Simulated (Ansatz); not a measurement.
# Tc (Fm-3m): scan of the energy under strain, by script

The task is a scan of the energy under strain, for Tc (Fm-3m).

All numbers are computed with the Python package of Ansatz 0.2.0. Level of theory: DFT r2SCAN, plane waves, PAW.

## 1. The structure

Symmetry: Fm-3m, No. 225, cubic system. The conventional cell has a = 3.900 Å, b = 3.900 Å, c = 3.900 Å, α = 90.00°, β = 90.00°, γ = 90.00°. Around Tc (site symmetry m-3m) lie 12 Tc at 2.76 Å.

No structure file is read: the coordinates are typed or built in the script.

## 2. The code

tc_strain.py reads:

```python
# -*- coding: utf-8 -*-
import ansatz
import numpy as np

VECTORS = np.array([
    [0.0, 1.95, 1.95],
    [1.95, 0.0, 1.95],
    [1.95, 1.95, 0.0],
])
SITES = [
    ("Tc", (0.0, 0.0, 0.0)),
]


def on_lattice(cell):
    crystal = ansatz.Crystal(lattice=ansatz.Lattice.of(cell))
    for symbol, position in SITES:
        crystal = crystal.atom(symbol, position)
    return crystal


def main():
    values = np.linspace(-0.02, 0.02, 5)
    energies = []
    for d in values:
        strain = np.diag([d, d, 0])
        cell = VECTORS @ (np.eye(3) + strain)
        model = on_lattice(cell).calculation()
        model = model.functional("r2scan")
        model = model.occupations("fermi_dirac", width=100 * ansatz.meV)
        model = model.basis(520)
        model = model.kpoints(15, 15, 15)
        data = model.run(threads=1).report
        energies.append(data["free_energy_ev"] / len(SITES))
        print(f"d = {d:+.4f}  F = {energies[-1]:.5f} eV/atom")
    energies = np.array(energies)

    for value, e in zip(values, energies):
        print(f"strain {value:7.3f}   E - Emin = {1000 * (e - energies.min()):9.3f} meV/atom")
    curvature = 2 * np.polyfit(values, energies, 3)[1]
    volume = abs(np.linalg.det(VECTORS)) / len(SITES)
    print(f"d2E/dd2 over the volume: {curvature / volume * 160.21766:.1f} GPa")


if __name__ == "__main__":
    main()
```

## 3. What the engine is handed

The engine receives this input (first run):

```yaml
crystal:
  lattice:
    - [0.0, 1.911, 1.95]
    - [1.911, 0.0, 1.95]
    - [1.911, 1.911, 0.0]
  atoms:
    - { symbol: Tc, position: [0.0, 0.0, 0.0] }
basis:
  ecutwfc: 520.0
kpoints:
  mp_grid:
    grid: [15, 15, 15]
hamiltonian:
  xc: r2scan
scf:
  occupations:
    method: fermi_dirac
    width: 0.1
```

## 4. Launch

Started as:

```sh
python tc_strain.py
```

**Question.** How much energy does this biaxial strain cost, and what curvature follows?

As calculated:

| quantity | value |
| --- | --- |
| curvature under the strain | 1233.0 GPa |
| runs compared | 5 |
| range of energy | 79.10 meV/atom |
| lowest point, strain | -0.020 |

Against the unstrained cell the energy per atom changes by -16.73 meV at one end of the scan and +62.37 meV at the other, and its second derivative over the volume is 1233.0 GPa. The lowest row is an end of the scan, as the cell stands under stress. Caveats:
- The curvature belongs to this strain pattern and to the cell's stress; it equals a single elastic constant only for simple patterns.
- In a metal a curvature from energy changes of a few meV or less hangs on mesh and smearing, in size and even in sign.
- This isn't the structure that Tc takes at ambient conditions.
- The ions keep their fractional positions (clamped ions).
